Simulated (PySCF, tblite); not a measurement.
**C6H9BCl2: geometry, infrared bands and NMR shifts**

Wanted: the infrared bands and NMR shifts of C6H9BCl2 (`C/C=C(\B(Cl)Cl)C1CC1`), by calculation.

Computed with tblite 0.8.0 and PySCF 2.14.0, with density-fitted response routines of our own, on a single molecule in the gas phase. Atoms count from 0, in the outputs and in this text.

### Step 1. The starting structure

18 atoms, charge 0, multiplicity 1; geometry from: force field or distance geometry start.

Bonds of the start (Å): C0–C1 1.51, C1–C2 1.32, C2–B3 1.57, B3–Cl4 1.83, B3–Cl5 1.85, C2–C6 1.49, C6–C7 1.49, C7–C8 1.52, C8–C6 1.50, C0–H9 1.12, C0–H10 1.11, C0–H11 1.09, C1–H12 1.08, C6–H13 1.13, C7–H14 1.09, C7–H15 1.13, C8–H16 1.11, C8–H17 1.10.

### Step 2. Geometry optimisation with GFN2-xTB

The job: settings as JSON, then the geometry in Å.

```
{"job": {"kind": "relax", "xc": "GFN2-xTB", "basis": "xTB"}, "charge": 0, "multiplicity": 1}
C      2.774900    -0.175600    -0.234300
C      1.391600    -0.761900    -0.330200
C      0.330100    -0.099200     0.091800
B      0.534400     1.346700     0.656900
Cl     0.802200     2.747900    -0.482000
Cl    -0.164200     1.720300     2.325400
C     -1.013100    -0.738600    -0.028500
C     -2.216500    -0.173700     0.642200
C     -2.079800    -0.094700    -0.865500
H      2.873900     0.249200     0.796200
H      2.902000     0.608000    -1.010600
H      3.511200    -0.976800    -0.338500
H      1.235800    -1.760300    -0.709700
H     -1.006200    -1.872400    -0.044500
H     -2.237400     0.752500     1.215400
H     -2.971700    -0.932300     1.004100
H     -2.707900    -0.770000    -1.478500
H     -1.968000     0.937300    -1.221300
```

The run is started by

```
OMP_NUM_THREADS=1 python probes_run.py task.json out
```

This one command runs all jobs of the session in turn.

**Question.** This job is followed by: GFN2-xTB harmonic vibrations, gas phase; GIAO PBE0/pcSseg-1 NMR shielding, non-relativistic, gas phase. What will the session give for the following? strongest single infrared mode (GFN2-xTB); zero-point energy (GFN2-xTB); 13C shifts against TMS (PBE0/pcSseg-1, means over atoms taken as alike); 1H shifts against TMS (PBE0/pcSseg-1, means over atoms taken as alike); 11B shifts against BF3·OEt2 (PBE0/pcSseg-1); 35Cl shifts against HCl (PBE0/pcSseg-1, means over atoms taken as alike).

**Answer**, as computed:

```
                                                                quantity                              value
                               strongest single infrared mode (GFN2-xTB)               737 cm⁻¹, 105 km/mol
                                            zero-point energy (GFN2-xTB)                      85.7 kcal/mol
 13C shifts against TMS (PBE0/pcSseg-1, means over atoms taken as alike)  152.7, 142.8, 22.3, 21.9, 8.7 ppm
  1H shifts against TMS (PBE0/pcSseg-1, means over atoms taken as alike)   6.25, 1.90, 1.36, 0.67, 0.56 ppm
                             11B shifts against BF3·OEt2 (PBE0/pcSseg-1)                           59.5 ppm
35Cl shifts against HCl (PBE0/pcSseg-1, means over atoms taken as alike)                            314 ppm
```

**Reading.** The optimisation took 134 steps and gained 0.697 eV; among the close pairs (by a distance rule), B3–Cl5 changed most, from 1.847 to 1.721 Å. No mode is imaginary among the 48: a minimum at this level. The strongest single mode, at 737 cm⁻¹, moves mainly B3. Unscaled tight-binding wavenumbers are off by several per cent, some by more. Its intensities can rank the bands wrongly. H12 (hydrogen on an alkene CH) lies farthest downfield among hydrogen, at 6.25 ppm; olefinic region. At PBE0/pcSseg-1: Shielding is most anisotropic at Cl4, Cl5 (span 535 ppm, paramagnetic term -512 ppm).
